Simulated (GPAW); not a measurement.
Set up this calculation in GPAW 26.7.0, as an ASE script.

- Task: band structure
- Functional: LDA
- Potentials or basis: the program's PAW data sets (release 1.2.1) made for this functional
- Cutoff: 600 eV
- Basis: pw
- k mesh: 6 × 6 × 8
- Occupations: fermi-dirac, width 0.05 eV
- Spin: no spin polarisation
- Maxiter: 150
- Band path: GXMGZRAZ,XR,MA
- Band points: 60

The system is SnO2.

```
Sn O
1.0
     4.73800    0.00000    0.00000
     0.00000    4.73800    0.00000
     0.00000    0.00000    3.18650
Sn O
2 4
Direct
  0.00000 0.00000 0.00000
  0.50000 0.50000 0.50000
  0.30710 0.30710 0.00000
  0.19290 0.80710 0.50000
  0.69290 0.69290 0.00000
  0.80710 0.19290 0.50000
```

The input as run:

run.py

```python
from ase import Atoms
from ase.dft.bandgap import bandgap
from ase.io import write
from ase.units import GPa
from gpaw import GPAW, PW

atoms = Atoms(['Sn', 'Sn', 'O', 'O', 'O', 'O'],
              cell=[[4.738, 0.0, 0.0],
                    [0.0, 4.738, 0.0],
                    [0.0, 0.0, 3.1865]],
              scaled_positions=[[0.0, 0.0, 0.0],
                                [0.5, 0.5, 0.5],
                                [0.3071, 0.3071, 0.0],
                                [0.1929, 0.8071, 0.5],
                                [0.6929, 0.6929, 0.0],
                                [0.8071, 0.1929, 0.5]],
              pbc=True)

calc = GPAW(mode=PW(600),
            xc='LDA',
            kpts={'size': (6, 6, 8), 'gamma': True},
            occupations={'name': 'fermi-dirac', 'width': 0.05},
            nbands=43,
            convergence={'density': 1e-05, 'energy': 1e-05},
            maxiter=150,
            txt='gpaw.txt')
atoms.calc = calc
energy = atoms.get_potential_energy()
forces = atoms.get_forces()
stress = atoms.get_stress()
calc.write('gs.gpw')
write('result.traj', atoms)
print(f'Energy: {energy:.6f} eV')
print('Forces (eV/A):')
print(forces.round(4))
print('Stress (GPa):', (stress / GPa).round(3))
print('Fermi level:', round(calc.get_fermi_level(), 4), 'eV')
print(f'Gap: {bandgap(calc)[0]:.4f} eV, direct: {bandgap(calc, direct=True)[0]:.4f} eV')

path = atoms.cell.bandpath('GXMGZRAZ,XR,MA', npoints=60, eps=1e-4)
bs_calc = calc.fixed_density(kpts=path, symmetry='off', nbands=62,
                             convergence={'bands': 'CBM+6.0', 'eigenstates': 1e-6}, txt='bands.txt')
bs = bs_calc.band_structure()
bs.write('bs.json')
print(f'Gap on the path: {bandgap(bs_calc)[0]:.4f} eV')
```

Potentials or basis: the program's PAW data sets (release 1.2.1) made for this functional, pw.

The run is started by

```bash
$ OMP_NUM_THREADS=1 python run.py
```

It gave:

```json
{
 "Pressure": "-8.0 GPa",
 "Largest force": "0.122 eV/Å",
 "Band gap on the k mesh": "1.16 eV, direct",
 "Band gap along the path": "1.16 eV, direct"
}
```

Caveat: the cutoff is short for stress and forces, so pressures can be off by a GPa or more; spin-orbit coupling is left out, which moves the levels of the heavy elements.

Run time: 3 min on 1 thread of AMD EPYC 7R43 64-Core Processor (Zen 3), with other jobs on the host, peak memory 0.51 GiB.
